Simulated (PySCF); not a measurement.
**EuCl3(H2O): other functionals and bases at one geometry**

One table from this session's results is given with a row withheld; the runs are named, their logs left out.

Method: several levels, as the steps say, no spin–orbit coupling; program: PySCF 2.14.0.

1 further run of the same task is left out (for a known fault of the program).

### Where the work starts

7 atoms, charge 0, spin multiplicity 1.

Bond lengths: Eu1–Cl2 2.527 Å, Eu1–Cl3 2.519 Å, Eu1–Cl4 2.527 Å, Eu1–O5 2.412 Å, O5–H6 0.966 Å, O5–H7 0.966 Å. Angles: Cl2–Eu1–Cl3 117.8°, Cl2–Eu1–Cl4 120.6°, Cl2–Eu1–O5 93.2°, Cl3–Eu1–Cl4 117.8°, Cl3–Eu1–O5 103.1°, Cl4–Eu1–O5 93.2°, Eu1–O5–H6 125.4°, Eu1–O5–H7 125.4°, H6–O5–H7 107.4°.

As a file:

```tsv
atom	x (Å)	y (Å)	z (Å)
Eu1	-0.02699	-0.05341	0.05341
Cl2	1.08460	1.90582	1.19967
Cl3	-1.74753	-1.35484	1.35484
Cl4	1.08460	-1.19967	-1.90582
O5	-1.36860	1.36408	-1.36408
H6	-1.58321	2.28989	-1.18838
H7	-1.58321	1.18838	-2.28989
```

Formal oxidation states: Eu +3. Each metal's 6 4f electrons lie in its core potential, so multiplicities, spins and levels count the valence alone. An earlier session relaxed this geometry at PBE0, Eu lcecp-1-SVP with ECP52, Cl def2-SVP, O def2-SVP, H def2-SVP (singlet, point group Cs).

At PBE0 on the finer grid: E = -1491.618124 Eh, HOMO -8.41 eV, LUMO -1.45 eV, Mulliken charge on Eu1 +0.88 e, largest force component 0.006 eV/Å. 

Levels to run: r2SCAN; TPSS; PBE0, TZVP. Hardware: 2 threads of Intel Xeon Platinum 8259CL at 2.50GHz (Skylake/Cascade Lake), shared host.

Set-up of the first run:

Contents of run.py (the lines that set the calculation):

```python
mol = gto.M(atom='''
Eu    -0.02699    -0.05341     0.05341
Cl     1.08460     1.90582     1.19967
Cl    -1.74753    -1.35484     1.35484
Cl     1.08460    -1.19967    -1.90582
O     -1.36860     1.36408    -1.36408
H     -1.58321     2.28989    -1.18838
H     -1.58321     1.18838    -2.28989''',
    basis={'Eu': 'lcecp-1-SVP', 'Cl': 'def2-SVP', 'O': 'def2-SVP', 'H': 'def2-SVP'},
    ecp={'Eu': 'lcecp-1-SVP'},
    charge=0, spin=0)
mf = dft.RKS(mol, xc='R2SCAN')
mf.grids.atom_grid = (75, 302)  # f atoms: unpruned, at least (60, 302)
mf = mf.density_fit()  # fitting sets: Eu AutoAux, Cl def2-universal-JKFIT, O def2-universal-JKFIT, H def2-universal-JKFIT
mf.conv_tol = 1e-08; mf.max_cycle = 55
mf.kernel(dm0)  # dm0: the density of the relaxed state
```

On the command line:

```bash
$ OMP_NUM_THREADS=2 python run.py
```

Among the steps run: r2SCAN; TPSS; PBE0, TZVP.

One of the session's tables, all rows but one given; the rest of the session is left out.

```
              level  HOMO (eV)  gap (eV)  charge on Eu1 (e)  dipole (D)  largest force component (eV/Å)
PBE0 (relaxed here)      -8.41      6.96               0.88        5.78                            0.01
             r2SCAN      -7.41      5.70               0.88        5.77                            0.12
               TPSS      -7.15      5.17               0.84        5.74                            0.44
         PBE0, TZVP          ?         ?                  ?           ?                               ?
```

Estimate the missing values for PBE0, TZVP.

The run gave: HOMO (eV): -8.55; gap (eV): 6.91; charge on Eu1 (e): 1.39; dipole (D): 5.71; largest force component (eV/Å): 0.22. In the column «HOMO (eV)» it is the lowest.

In one basis the HOMO–LUMO gap runs from 5.17 eV (TPSS) to 6.96 eV (PBE0). The largest leftover force, 0.44 eV/Å with TPSS, stands at a geometry relaxed at another level. With 4f in the core, its levels are missing from HOMO and gap, and its count is fixed, so no charge can pass from the ligands into it. Total energies of different levels can't be compared.
